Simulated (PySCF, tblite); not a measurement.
# C6H8OSe: a rotation path, then NMR shifts on frames, part 1 of 2

Aim: move C6H8OSe (`CC(=O)C1=CCC[Se]1`) away from its starting geometry and see how NMR shifts follow the geometry.

Programs: tblite 0.8.0 and PySCF 2.14.0, with density-fitted response routines of our own. Each step states its level of theory. These are calculated values for one molecule in the gas phase, unless marked as measured. Atoms are numbered from 0 throughout.

### 1 The starting structure

16 atoms, charge 0, multiplicity 1; geometry from: GFN2-xTB.

Bonds of the start (Å): C0–C1 1.50, C1–O2 1.21, C1–C3 1.48, C3–C4 1.34, C4–C5 1.49, C5–C6 1.53, C6–Se7 1.98, Se7–C3 1.92, C0–H8 1.09, C0–H9 1.09, C0–H10 1.09, C4–H11 1.08, C5–H12 1.09, C5–H13 1.10, C6–H14 1.09, C6–H15 1.09.

### 2 A band between two rotamers with GFN2-xTB

The job: settings as JSON, then the geometry in Å.

```
{"job": {"kind": "neb", "xc": "GFN2-xTB", "basis": "xTB", "atoms": [0, 1, 3, 7], "turn": 180}, "charge": 0, "multiplicity": 1}
C      2.645346    -0.735343     0.489917
C      1.791509     0.463431     0.186337
O      2.229973     1.582987     0.053148
C      0.346507     0.189613     0.062477
C     -0.582614     1.131864    -0.133577
C     -2.015859     0.720019    -0.161916
C     -2.098770    -0.789051    -0.388736
Se    -0.385617    -1.576143     0.202668
H      2.541131    -1.464465    -0.314187
H      2.296561    -1.204632     1.410730
H      3.686920    -0.443536     0.591610
H     -0.314856     2.173234    -0.221794
H     -2.563495     1.254993    -0.940843
H     -2.467915     0.992984     0.798153
H     -2.911731    -1.258575     0.162328
H     -2.204688    -1.028437    -1.448678
```

Method: GFN2-xTB climbing-image nudged elastic band, gas phase.

The run is started by

```bash
OMP_NUM_THREADS=1 python probes_run.py task.json out
```

The driver reads the jobs from task.json and runs them one after another.

Log:

```text
image   E - E0 / eV
  0      -0.0000
  1       0.0220
  2       0.0867
  3       0.1642
  4       0.2062
  5       0.1840
  6       0.1197
  7       0.0509
  8       0.0105
```

Run time: 3.7 s. Hardware: 1 thread of Arm Neoverse V1, shared host; peak memory 0.18 GiB.

The final band, with the dihedral C0–C1–C3–Se7:

| image | dihedral (°) | energy (eV) | energy (kcal/mol) |
| --- | --- | --- | --- |
| 0 | -3 | 0.000 | 0.0 |
| 1 | 19 | 0.022 | 0.5 |
| 2 | 41 | 0.087 | 2.0 |
| 3 | 65 | 0.164 | 3.8 |
| 4 | 89 | 0.206 | 4.8 |
| 5 | 113 | 0.184 | 4.2 |
| 6 | 136 | 0.120 | 2.8 |
| 7 | 158 | 0.051 | 1.2 |
| 8 | 178 | 0.011 | 0.2 |

### 3 Nuclear shieldings: image 0, PBE0/pcSseg-1

The job: settings as JSON, then the geometry in Å.

```
{"job": {"kind": "nmr", "xc": "PBE0", "basis": "pcSseg-1", "pop": false}, "charge": 0, "multiplicity": 1}
C      2.645300    -0.735300     0.489900
C      1.791500     0.463400     0.186300
O      2.230000     1.583000     0.053100
C      0.346500     0.189600     0.062500
C     -0.582600     1.131900    -0.133600
C     -2.015900     0.720000    -0.161900
C     -2.098800    -0.789100    -0.388700
Se    -0.385600    -1.576100     0.202700
H      2.541100    -1.464500    -0.314200
H      2.296600    -1.204600     1.410700
H      3.686900    -0.443500     0.591600
H     -0.314900     2.173200    -0.221800
H     -2.563500     1.255000    -0.940800
H     -2.467900     0.993000     0.798200
H     -2.911700    -1.258600     0.162300
H     -2.204700    -1.028400    -1.448700
```

With the program's defaults for keys left out, this is: GIAO PBE0/pcSseg-1 NMR shielding, non-relativistic, gas phase.

Log:

```text
coarse grid: 63368 points
cycle   1  E = -2709.1381750598  dE =  2.221e-01  |g| = 1.026e+00  |ddm| = 3.964e+00
cycle   2  E = -2708.7032957646  dE =  4.349e-01  |g| = 1.723e+00  |ddm| = 3.359e+00
cycle   3  E = -2709.2508211789  dE = -5.475e-01  |g| = 3.679e-01  |ddm| = 2.928e+00
cycle   4  E = -2709.2751635986  dE = -2.434e-02  |g| = 9.287e-02  |ddm| = 3.935e-01
cycle   5  E = -2709.2766524326  dE = -1.489e-03  |g| = 3.486e-02  |ddm| = 1.196e-01
cycle   6  E = -2709.2769675600  dE = -3.151e-04  |g| = 9.587e-03  |ddm| = 4.465e-02
cycle   7  E = -2709.2769875996  dE = -2.004e-05  |g| = 3.081e-03  |ddm| = 9.654e-03
cycle   8  E = -2709.2769896358  dE = -2.036e-06  |g| = 1.394e-03  |ddm| = 5.039e-03
final grid: 134512 points
cycle   9  E = -2709.2770084225  dE =  1.205e-06  |g| = 2.646e-03  |ddm| = 4.460e-03
cycle  10  E = -2709.2770032853  dE =  5.137e-06  |g| = 5.272e-03  |ddm| = 7.644e-03
cycle  11  E = -2709.2770101690  dE = -6.884e-06  |g| = 3.496e-04  |ddm| = 5.058e-03
cycle  12  E = -2709.2770101965  dE = -2.747e-08  |g| = 5.546e-05  |ddm| = 3.881e-04
cycle  13  E = -2709.2770101972  dE = -6.539e-10  |g| = 8.358e-06  |ddm| = 6.160e-05
converged SCF energy = -2709.2770101972

GIAO shielding tensors (ppm)
atom      isotropic    diamagn.    paramagn.     s11        s22        s33       span
  0 C      153.463     254.089    -100.626    132.622    136.751    191.015     58.392
  1 C       -8.098     243.103    -251.201   -100.554    -23.938    100.199    200.753
  2 O     -301.827     400.317    -702.144   -860.540   -389.632    344.693   1205.233
  3 C       34.338     264.072    -229.734    -55.399     67.583     90.831    146.230
  4 C       42.883     252.404    -209.521    -46.685     39.767    135.568    182.252
  5 C      145.657     248.961    -103.303    114.989    153.703    168.281     53.292
  6 C      150.188     248.356     -98.168    100.558    170.712    179.295     78.737
  7 Se    1446.054    2997.765   -1551.711   1040.820   1136.660   2160.681   1119.862
  8 H       29.158      30.117      -0.960     24.662     30.439     32.372      7.709
  9 H       29.442      30.241      -0.799     24.999     30.539     32.789      7.791
 10 H       29.660      27.350       2.311     25.803     27.417     35.761      9.958
 11 H       24.862      33.074      -8.212     22.328     24.380     27.878      5.551
 12 H       28.569      28.805      -0.237     23.596     26.520     35.590     11.994
 13 H       28.563      29.125      -0.562     23.773     26.652     35.263     11.491
 14 H       28.548      29.162      -0.614     23.007     26.620     36.017     13.010
 15 H       28.083      29.863      -1.780     21.171     26.991     36.088     14.917
```

It took 30 s on 1 thread of Arm Neoverse V1, shared host; peak memory 0.96 GiB.

Shifts follow as δ = σ(reference) − σ, with reference shieldings (ppm) from runs at the same level and on the same kind of geometry: 1H TMS 31.72, 13C TMS 186.9, 17O H2O 336.1, 77Se Me2Se 1758. The references are single molecules in the gas phase, so shifts against H2O, NH3, PH3, H3PO4 or CFCl3 are not on the usual liquid scales and can be off by tens of ppm. Each atom is listed at this fixed geometry, with no averaging over motion; a spectrum would average atoms that exchange fast.

| atoms | environment | σ (ppm) | δ (ppm) |
| --- | --- | --- | --- |
| C1 | ketone carbonyl carbon | -8.1 | 195.0 |
| C3 | α carbon of a C=C–C=O unit | 34.3 | 152.6 |
| C4 | β carbon of a C=C–C=O unit | 42.9 | 144.0 |
| C5 | allylic sp3 CH2 | 145.7 | 41.3 |
| C6 | sp3 CH2 bonded to Se | 150.2 | 36.7 |
| C0 | methyl carbon α to a carbonyl | 153.5 | 33.5 |
| H11 | hydrogen on a β carbon of a C=C–C=O unit | 24.86 | 6.85 |
| H15 | hydrogen on an sp3 CH2 bonded to Se | 28.08 | 3.63 |
| H14 | hydrogen on an sp3 CH2 bonded to Se | 28.55 | 3.17 |
| H13 | hydrogen on an allylic sp3 CH2 | 28.56 | 3.15 |
| H12 | hydrogen on an allylic sp3 CH2 | 28.57 | 3.15 |
| H8 | hydrogen on a methyl carbon α to a carbonyl | 29.16 | 2.56 |
| H9 | hydrogen on a methyl carbon α to a carbonyl | 29.44 | 2.27 |
| H10 | hydrogen on a methyl carbon α to a carbonyl | 29.66 | 2.06 |
| O2 | ketone oxygen | -301.8 | 637.9 |
| Se7 | selenium bonded to 2 C, in a 5-membered ring | 1446 | 312 |

Ring of atoms C3, C4, C5, C6, Se7: NICS(0) -4.9, NICS(1) -2.8, NICS(1)zz 0.6 ppm (means of both faces).

### 4 Nuclear shieldings: image 2, PBE0/pcSseg-1

The job: settings as JSON, then the geometry in Å.

```
{"job": {"kind": "nmr", "xc": "PBE0", "basis": "pcSseg-1", "pop": false}, "charge": 0, "multiplicity": 1}
C      2.654900    -0.698200     0.240000
C      1.741300     0.447900     0.574100
O      2.128900     1.519400     0.972500
C      0.302800     0.196200     0.328400
C     -0.534000     1.085000    -0.207100
C     -1.973700     0.713100    -0.356900
C     -2.129700    -0.798600    -0.191200
Se    -0.532300    -1.472200     0.764200
H      2.574300    -0.900600    -0.827500
H      2.346200    -1.594900     0.776900
H      3.682200    -0.446600     0.488500
H     -0.199800     2.062700    -0.516400
H     -2.360100     1.030300    -1.328100
H     -2.539700     1.250300     0.411400
H     -3.018000    -1.075000     0.374500
H     -2.151000    -1.309900    -1.155600
```

Method: GIAO PBE0/pcSseg-1 NMR shielding, non-relativistic, gas phase.

Log:

```text
coarse grid: 63368 points
cycle   1  E = -2709.1334940323  dE =  2.179e-01  |g| = 1.029e+00  |ddm| = 3.939e+00
cycle   2  E = -2708.7187487444  dE =  4.147e-01  |g| = 1.704e+00  |ddm| = 2.915e+00
cycle   3  E = -2709.2476988643  dE = -5.290e-01  |g| = 3.607e-01  |ddm| = 2.515e+00
cycle   4  E = -2709.2710710414  dE = -2.337e-02  |g| = 9.502e-02  |ddm| = 3.630e-01
cycle   5  E = -2709.2726695790  dE = -1.599e-03  |g| = 3.650e-02  |ddm| = 1.211e-01
cycle   6  E = -2709.2730012284  dE = -3.316e-04  |g| = 1.009e-02  |ddm| = 4.285e-02
cycle   7  E = -2709.2730231379  dE = -2.191e-05  |g| = 3.334e-03  |ddm| = 1.096e-02
cycle   8  E = -2709.2730258302  dE = -2.692e-06  |g| = 1.284e-03  |ddm| = 5.236e-03
final grid: 134512 points
cycle   9  E = -2709.2730653478  dE =  7.793e-07  |g| = 2.244e-03  |ddm| = 4.077e-03
cycle  10  E = -2709.2730621063  dE =  3.242e-06  |g| = 4.349e-03  |ddm| = 6.236e-03
cycle  11  E = -2709.2730665341  dE = -4.428e-06  |g| = 4.122e-04  |ddm| = 4.142e-03
cycle  12  E = -2709.2730665714  dE = -3.723e-08  |g| = 5.273e-05  |ddm| = 4.091e-04
cycle  13  E = -2709.2730665720  dE = -6.353e-10  |g| = 7.789e-06  |ddm| = 5.599e-05
converged SCF energy = -2709.2730665720

GIAO shielding tensors (ppm)
atom      isotropic    diamagn.    paramagn.     s11        s22        s33       span
  0 C      152.220     252.942    -100.721    131.381    138.050    187.230     55.850
  1 C      -12.727     243.923    -256.650   -103.437    -33.744     99.000    202.436
  2 O     -338.627     398.416    -737.043   -937.311   -406.506    327.935   1265.246
  3 C       33.195     264.909    -231.713    -61.760     64.464     96.881    158.640
  4 C       50.411     252.000    -201.589    -35.538     54.321    132.450    167.987
  5 C      145.420     248.571    -103.151    111.470    155.296    169.494     58.024
  6 C      149.869     248.197     -98.328     99.191    171.059    179.357     80.165
  7 Se    1382.556    2997.597   -1615.041    896.524   1076.883   2174.260   1277.736
  8 H       29.266      29.803      -0.538     25.975     29.297     32.526      6.551
  9 H       29.287      30.092      -0.805     23.905     31.016     32.938      9.032
 10 H       29.690      27.586       2.104     26.127     27.416     35.529      9.402
 11 H       25.597      32.879      -7.282     23.005     24.946     28.842      5.837
 12 H       28.554      29.013      -0.459     23.806     26.565     35.292     11.486
 13 H       28.540      28.930      -0.391     23.573     26.657     35.388     11.814
 14 H       28.466      29.023      -0.557     23.098     26.429     35.871     12.774
 15 H       27.960      29.863      -1.903     21.094     27.019     35.766     14.672
```

Run time: 30 s. Hardware: 1 thread of Arm Neoverse V1, shared host; peak memory 0.98 GiB.

In short: δ C1 199.7, C3 153.7, C4 136.5, C5 41.5, H11 6.12, H15 3.76 ppm.

(Continued in part 2 of 2.)
